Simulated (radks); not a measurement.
# Pr⁴⁺ in [Xe] 4f1: an all-electron calculation

What are the levels of the praseodymium ion Pr4+, how large are its shells, and how does its energy divide?

Method: scalar-relativistic Kohn-Sham, BP86, spin-unpolarised, spherical densities, point nucleus. Code: radks (a radial shooting solver on a logarithmic mesh, Libxc functionals) version 1.

## 1. The atom as given

* element: praseodymium (Z = 59)
* charge: +4
* electrons: 55
* configuration: [Xe] 4f1

Outer shells as boxes (Hund's rule):

Pr⁴⁺
```
[Xe] core
4f [↑ ][  ][  ][  ][  ][  ][  ]
```

## 2. The calculation

The run's settings:

```text
Z 59
configuration [Xe] 4f1 6s0 5d0
relativity scalar-relativistic
functional b88,p86
spin unpolarised
nucleus point
c 137.035999084
```

Run with:

```console
$ python run_ks.py task.json out
```

This one command runs every case of the session in turn.

**Question.** What will this run give?

The runs gave:

| quantity | value |
| --- | --- |
| total energy | -9235.9152 hartree |
| exchange-correlation share of it | 2.33 % |
| −T/E | 1.0622 |
| highest occupied level | 4f, -48.665 eV |
| most extended occupied level | 5p, <r> = 1.61 bohr |
| radius at density 0.001 e/bohr³ | 3.25 bohr |
| maxima of the radial density | 4 |
| ionisation energy, NIST | 57.53 (semi-emp.) eV |

What this shows: The radial density shows 4 maxima for 5 occupied principal shells; where shells overlap, one shows as a shoulder or not at all. −T/E is 1.062: with relativity the kinetic term as defined here no longer equals −E. Minus the highest eigenvalue, 48.665 eV, is 85 % of the tabulated ionisation energy (57.53 eV); the potential of a semilocal functional falls off too fast, so its top eigenvalue is too shallow. Spin polarisation and multiplet splitting are left out. Spin-orbit splitting is averaged out at the scalar-relativistic level.
